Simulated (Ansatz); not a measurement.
A run of Ansatz 0.2.0:

File input.yaml:

```yaml
crystal:
  lattice:
    - [2.2615, -3.8305, 0.0]
    - [2.2615, 3.8305, 0.0]
    - [0.0, 0.0, 4.524]
  atoms:
    - { symbol: Ga, position: [0.3451, 0.6549, 0.419] }
    - { symbol: Ga, position: [0.1549, 0.8451, 0.919] }
    - { symbol: Ga, position: [0.6549, 0.3451, 0.581] }
    - { symbol: Ga, position: [0.8451, 0.1549, 0.081] }
kpoints:
  mp_grid: { grid: [7, 7, 6] }
scf:
  occupations: { method: fermi_dirac, width: 0.05 }
hamiltonian:
  xc: pbesol
  pseudopotentials: { kind: all_electron, lapw: { basis_error: 0.002 } }
output:
  forces: true
  stress: true
relax:
  f_tol: 0.02
  max_steps: 60
  cell: { p_target: 30 }
```

Potentials or basis: all-electron LAPW, scalar-relativistic.

The run is started by

```sh
$ ansatz run input.yaml --threads 2 --pin off --max-ram 8192MiB --backend cpu --events-out ev --progress --plain --runs-dir out
```

Hardware: 2 threads of AMD EPYC 9R45 96-Core Processor (Zen 5), with other jobs on the host.

Question: Estimate the wall time of this run.

Answer: Wall time 65 s on 2 threads of AMD EPYC 9R45 96-Core Processor (Zen 5), with other jobs on the host, peak memory 0.65 GiB. Counts: scf iterations 49, plane waves 973, k points 64, bands 51, ion steps 9.
